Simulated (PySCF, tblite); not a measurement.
**C4H8F2O: a rotation path, then NMR shifts on frames**

Aim: move C4H8F2O (`COCCC(F)F`) away from its starting geometry and see how NMR shifts follow the geometry.

The runs use tblite 0.8.0 and PySCF 2.14.0, with density-fitted response routines of our own; the level of theory stands in each step. All values are computed, except where a source is named. Atoms count from 0, in the outputs and in this text.

## 1. Starting geometry

15 atoms, charge 0, multiplicity 1; geometry from: GFN2-xTB.

Bonds of the start (Å): C0–O1 1.41, O1–C2 1.41, C2–C3 1.52, C3–C4 1.52, C4–F5 1.36, C4–F6 1.36, C0–H7 1.10, C0–H8 1.09, C0–H9 1.10, C2–H10 1.10, C2–H11 1.10, C3–H12 1.09, C3–H13 1.09, C4–H14 1.10.

## 2. The rotation path with GFN2-xTB

What the job is given:

```
{"job": {"kind": "neb", "xc": "GFN2-xTB", "basis": "xTB", "atoms": [3, 2, 1, 0], "turn": 120}, "charge": 0, "multiplicity": 1}
C     -2.125722     0.491917     1.010718
O     -0.993286    -0.251074     0.637073
C     -0.300899     0.310777    -0.454273
C      0.920256    -0.553555    -0.749549
C      1.889021    -0.512726     0.420006
F      2.923565    -1.366319     0.221174
F      2.443418     0.720275     0.543653
H     -1.851975     1.513098     1.302332
H     -2.568264    -0.023322     1.860263
H     -2.853981     0.543064     0.192261
H      0.014678     1.338032    -0.215001
H     -0.954149     0.349627    -1.338984
H      0.612895    -1.588926    -0.894809
H      1.428104    -0.194868    -1.645530
H      1.411924    -0.768010     1.376514
```

Level: GFN2-xTB climbing-image nudged elastic band, gas phase.

Command:

```sh
> OMP_NUM_THREADS=1 python probes_run.py task.json out
```

The driver reads the jobs from task.json and runs them one after another.

Log:

```text
image   E - E0 / eV
  0      -0.0000
  1       0.0077
  2       0.0301
  3       0.0579
  4       0.0745
  5       0.0667
  6       0.0398
  7       0.0177
  8       0.0063
```

It took 2 s on 1 thread of Arm Neoverse V1, shared host; peak memory 0.18 GiB.

The final band, with the dihedral C3–C2–O1–C0:

| image | dihedral (°) | energy (eV) | energy (kcal/mol) |
| --- | --- | --- | --- |
| 0 | 179 | 0.000 | 0.0 |
| 1 | 190 | 0.008 | 0.2 |
| 2 | 203 | 0.030 | 0.7 |
| 3 | 217 | 0.058 | 1.3 |
| 4 | 232 | 0.074 | 1.7 |
| 5 | 247 | 0.067 | 1.5 |
| 6 | 261 | 0.040 | 0.9 |
| 7 | 275 | 0.018 | 0.4 |
| 8 | 285 | 0.006 | 0.1 |

## 3. NMR shieldings: image 0, PBE0/pcSseg-1

What the job is given:

```
{"job": {"kind": "nmr", "xc": "PBE0", "basis": "pcSseg-1", "pop": false}, "charge": 0, "multiplicity": 1}
C     -2.125700     0.491900     1.010700
O     -0.993300    -0.251100     0.637100
C     -0.300900     0.310800    -0.454300
C      0.920300    -0.553600    -0.749500
C      1.889000    -0.512700     0.420000
F      2.923600    -1.366300     0.221200
F      2.443400     0.720300     0.543700
H     -1.852000     1.513100     1.302300
H     -2.568300    -0.023300     1.860300
H     -2.854000     0.543100     0.192300
H      0.014700     1.338000    -0.215000
H     -0.954100     0.349600    -1.339000
H      0.612900    -1.588900    -0.894800
H      1.428100    -0.194900    -1.645500
H      1.411900    -0.768000     1.376500
```

Level: GIAO PBE0/pcSseg-1 NMR shielding, non-relativistic, gas phase.

Log:

```text
coarse grid: 12568 points
cycle   1  E = -431.4630185807  dE =  8.005e-01  |g| = 8.067e-01  |ddm| = 3.159e+00
cycle   2  E = -431.3585941931  dE =  1.044e-01  |g| = 1.155e+00  |ddm| = 1.264e+00
cycle   3  E = -431.5729954123  dE = -2.144e-01  |g| = 7.306e-02  |ddm| = 8.041e-01
cycle   4  E = -431.5737552179  dE = -7.598e-04  |g| = 3.785e-02  |ddm| = 6.379e-02
cycle   5  E = -431.5740299039  dE = -2.747e-04  |g| = 7.435e-03  |ddm| = 2.730e-02
cycle   6  E = -431.5740370315  dE = -7.128e-06  |g| = 3.201e-03  |ddm| = 6.300e-03
cycle   7  E = -431.5740390005  dE = -1.969e-06  |g| = 2.550e-04  |ddm| = 2.414e-03
final grid: 122224 points
cycle   8  E = -431.6393746942  dE = -3.719e-05  |g| = 1.195e-02  |ddm| = 2.234e-02
cycle   9  E = -431.6393518638  dE =  2.283e-05  |g| = 1.679e-02  |ddm| = 1.633e-02
cycle  10  E = -431.6394016376  dE = -4.977e-05  |g| = 1.299e-03  |ddm| = 9.800e-03
cycle  11  E = -431.6394019947  dE = -3.571e-07  |g| = 1.887e-04  |ddm| = 1.253e-03
cycle  12  E = -431.6394020000  dE = -5.360e-09  |g| = 1.101e-04  |ddm| = 2.173e-04
cycle  13  E = -431.6394020017  dE = -1.715e-09  |g| = 1.815e-05  |ddm| = 6.995e-05
cycle  14  E = -431.6394020018  dE = -5.525e-11  |g| = 4.542e-06  |ddm| = 1.444e-05
converged SCF energy = -431.6394020018

GIAO shielding tensors (ppm)
atom      isotropic    diamagn.    paramagn.     s11        s22        s33       span
  0 C      125.326     243.432    -118.106     94.344     97.668    183.965     89.622
  1 O      314.423     398.561     -84.138    285.297    318.674    339.298     54.001
  2 C      115.667     248.008    -132.341     85.068     95.965    165.968     80.900
  3 C      147.176     249.719    -102.544    138.431    143.514    159.581     21.150
  4 C       65.158     243.454    -178.295     43.187     65.654     86.633     43.446
  5 F      312.636     468.748    -156.112    201.301    336.836    399.770    198.469
  6 F      317.853     473.695    -155.842    230.928    340.113    382.516    151.588
  7 H       28.382      29.096      -0.713     24.487     26.311     34.349      9.862
  8 H       27.774      28.327      -0.554     23.795     25.264     34.262     10.468
  9 H       28.363      28.620      -0.257     24.584     25.982     34.523      9.940
 10 H       28.168      32.067      -3.899     24.472     28.471     31.561      7.088
 11 H       28.177      31.457      -3.280     24.205     27.594     32.731      8.526
 12 H       29.606      30.555      -0.949     25.819     29.042     33.957      8.139
 13 H       29.876      29.511       0.365     26.322     28.643     34.663      8.341
 14 H       25.388      29.367      -3.979     22.390     26.210     27.565      5.176
```

Wall time 15 s (1 thread of Arm Neoverse V1, shared host); peak memory 0.73 GiB.

The references, computed at this level on geometries of the same kind, shield at (ppm): ¹H TMS 31.72, ¹³C TMS 186.9, ¹⁹F CFCl3 170.9, ¹⁷O H2O 336.1. Their shielding less the atom's gives the shift. The references are single molecules in the gas phase, so shifts against H2O, NH3, PH3, H3PO4 or CFCl3 are not on the usual liquid scales and can be off by tens of ppm. Each atom is listed at this fixed geometry, with no averaging over motion; a spectrum would average atoms that exchange fast.

| atoms | environment | σ (ppm) | δ (ppm) |
| --- | --- | --- | --- |
| C4 | sp3 CH bonded to 2 F | 65.2 | 121.8 |
| C2 | sp3 CH2 bonded to O | 115.7 | 71.3 |
| C0 | methyl carbon bonded to O | 125.3 | 61.6 |
| C3 | sp3 CH2 | 147.2 | 39.7 |
| H14 | hydrogen on an sp3 CH bonded to 2 F | 25.39 | 6.33 |
| H8 | hydrogen on a methyl carbon bonded to O | 27.77 | 3.94 |
| H10 | hydrogen on an sp3 CH2 bonded to O | 28.17 | 3.55 |
| H11 | hydrogen on an sp3 CH2 bonded to O | 28.18 | 3.54 |
| H9 | hydrogen on a methyl carbon bonded to O | 28.36 | 3.35 |
| H7 | hydrogen on a methyl carbon bonded to O | 28.38 | 3.33 |
| H12 | hydrogen on an sp3 CH2 | 29.61 | 2.11 |
| H13 | hydrogen on an sp3 CH2 | 29.88 | 1.84 |
| O1 | ether oxygen | 314.4 | 21.7 |
| F5 | fluorine of a CF2 group | 312.6 | -141.7 |
| F6 | fluorine of a CF2 group | 317.9 | -146.9 |

## 4. Nuclear shieldings: image 2, PBE0/pcSseg-1

What the job is given:

```
{"job": {"kind": "nmr", "xc": "PBE0", "basis": "pcSseg-1", "pop": false}, "charge": 0, "multiplicity": 1}
C     -2.195800     0.437700     0.957700
O     -0.883900    -0.042700     0.803300
C     -0.225900     0.454300    -0.341800
C      0.890100    -0.517200    -0.713200
C      1.938200    -0.563400     0.383300
F      2.857300    -1.528900     0.130300
F      2.628600     0.603800     0.435000
H     -2.220600     1.530900     1.022000
H     -2.572300     0.010700     1.884600
H     -2.829600     0.114400     0.122600
H      0.192100     1.452600    -0.141200
H     -0.928600     0.536600    -1.181500
H      0.478800    -1.521000    -0.824100
H      1.362700    -0.208500    -1.646100
H      1.504400    -0.751300     1.375100
```

Level: GIAO PBE0/pcSseg-1 NMR shielding, non-relativistic, gas phase.

Log:

```text
coarse grid: 12568 points
cycle   1  E = -431.4613788958  dE =  8.001e-01  |g| = 8.082e-01  |ddm| = 3.156e+00
cycle   2  E = -431.3579673029  dE =  1.034e-01  |g| = 1.154e+00  |ddm| = 1.250e+00
cycle   3  E = -431.5718385679  dE = -2.139e-01  |g| = 7.272e-02  |ddm| = 7.913e-01
cycle   4  E = -431.5725981919  dE = -7.596e-04  |g| = 3.734e-02  |ddm| = 6.326e-02
cycle   5  E = -431.5728696243  dE = -2.714e-04  |g| = 7.277e-03  |ddm| = 2.695e-02
cycle   6  E = -431.5728764914  dE = -6.867e-06  |g| = 3.156e-03  |ddm| = 6.141e-03
final grid: 122224 points
cycle   7  E = -431.6378928388  dE = -3.638e-05  |g| = 1.260e-02  |ddm| = 2.234e-02
cycle   8  E = -431.6378635309  dE =  2.931e-05  |g| = 1.830e-02  |ddm| = 1.724e-02
cycle   9  E = -431.6379208802  dE = -5.735e-05  |g| = 1.178e-03  |ddm| = 1.083e-02
cycle  10  E = -431.6379211847  dE = -3.046e-07  |g| = 1.745e-04  |ddm| = 1.153e-03
cycle  11  E = -431.6379211904  dE = -5.680e-09  |g| = 8.486e-05  |ddm| = 1.910e-04
cycle  12  E = -431.6379211914  dE = -9.910e-10  |g| = 1.810e-05  |ddm| = 5.656e-05
converged SCF energy = -431.6379211914

GIAO shielding tensors (ppm)
atom      isotropic    diamagn.    paramagn.     s11        s22        s33       span
  0 C      125.077     243.259    -118.181     91.234    100.680    183.318     92.084
  1 O      319.359     398.890     -79.532    286.085    329.834    342.156     56.071
  2 C      116.300     247.676    -131.376     84.245     97.405    167.251     83.006
  3 C      146.152     249.616    -103.465    139.108    142.038    157.309     18.201
  4 C       65.275     243.863    -178.588     43.223     65.722     86.879     43.656
  5 F      311.334     468.914    -157.580    199.839    336.468    397.696    197.858
  6 F      318.054     473.163    -155.109    231.588    341.001    381.574    149.986
  7 H       28.340      28.646      -0.305     24.529     25.849     34.642     10.113
  8 H       27.826      28.318      -0.491     23.826     25.311     34.342     10.516
  9 H       28.358      28.988      -0.630     24.323     26.362     34.389     10.066
 10 H       27.745      31.447      -3.702     24.110     27.514     31.611      7.501
 11 H       28.540      31.933      -3.392     24.430     28.669     32.523      8.093
 12 H       29.662      30.882      -1.220     25.802     29.368     33.815      8.013
 13 H       29.896      29.643       0.253     26.250     28.796     34.643      8.393
 14 H       25.377      29.312      -3.935     22.438     26.225     27.468      5.031
```

Wall time 14 s (1 thread of Arm Neoverse V1, shared host); peak memory 0.81 GiB.

This run: δ C4 121.7, C2 70.6, C0 61.8, C3 40.8, H14 6.34, H10 3.97 ppm.

[end of part 1 of 2]
